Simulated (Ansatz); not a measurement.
# CH6NSb: the cost of one run

All numbers below are computed with Ansatz 0.2.0 (RKS BLYP/def2-SVP).

## Step 1: The starting structure

Bond lengths: N1–C2 1.433 Å, C2–Sb3 2.230 Å, N1–H4 1.014 Å, N1–H5 1.014 Å, C2–H6 1.090 Å, C2–H7 1.089 Å, Sb3–H8 1.707 Å, Sb3–H9 1.696 Å. Angles: N1–C2–Sb3 117.3°, N1–C2–H6 108.7°, N1–C2–H7 108.7°, Sb3–C2–H6 107.0°, Sb3–C2–H7 106.4°, H6–C2–H7 108.4°, C2–N1–H4 111.8°, C2–N1–H5 111.3°, H4–N1–H5 108.7°, C2–Sb3–H8 90.9°, C2–Sb3–H9 91.1°, H8–Sb3–H9 88.6°.

Structure file:

```xyz
9

N    -0.3717    0.5640   -1.3863
C     0.4963    0.2960   -0.2785
Sb   -0.4600   -0.1186    1.6929
H    -0.9325    1.3954   -1.2337
H    -0.9920   -0.2175   -1.5655
H     1.1583    1.1502   -0.1378
H     1.1047   -0.5758   -0.5146
H    -0.9665   -1.6564    1.1536
H     0.9634   -0.8372    2.2699
```

## Step 2: End point A

The input, input.yaml:

```yaml
crystal:
  periodic: [false, false, false]
  atoms:
    - { symbol: "N", position_ang: [-0.37168, 0.56398, -1.38632] }
    - { symbol: C, position_ang: [0.4963, 0.29602, -0.27847] }
    - { symbol: Sb, position_ang: [-0.46003, -0.11858, 1.69295] }
    - { symbol: H, position_ang: [-0.93255, 1.39535, -1.23374] }
    - { symbol: H, position_ang: [-0.99199, -0.21749, -1.56554] }
    - { symbol: H, position_ang: [1.15831, 1.15017, -0.13775] }
    - { symbol: H, position_ang: [1.10475, -0.57583, -0.51458] }
    - { symbol: H, position_ang: [-0.96653, -1.65643, 1.15357] }
    - { symbol: H, position_ang: [0.96341, -0.83719, 2.26989] }
basis:
  gaussian: { orbitals: def2-SVP }
hamiltonian:
  xc: blyp
relax:
  f_tol: 0.015
  max_steps: 40
output:
  orbitals: {}
```

On the command line:

```
> ansatz run input.yaml --threads 1 --pin off --max-ram 2048MiB --backend cpu --events-out ev --progress --plain --runs-dir out
```

What time and memory should one allow on 1 thread of an x86-64 CPU, shared host?

About 14 s, with a peak of 0.14 GiB.
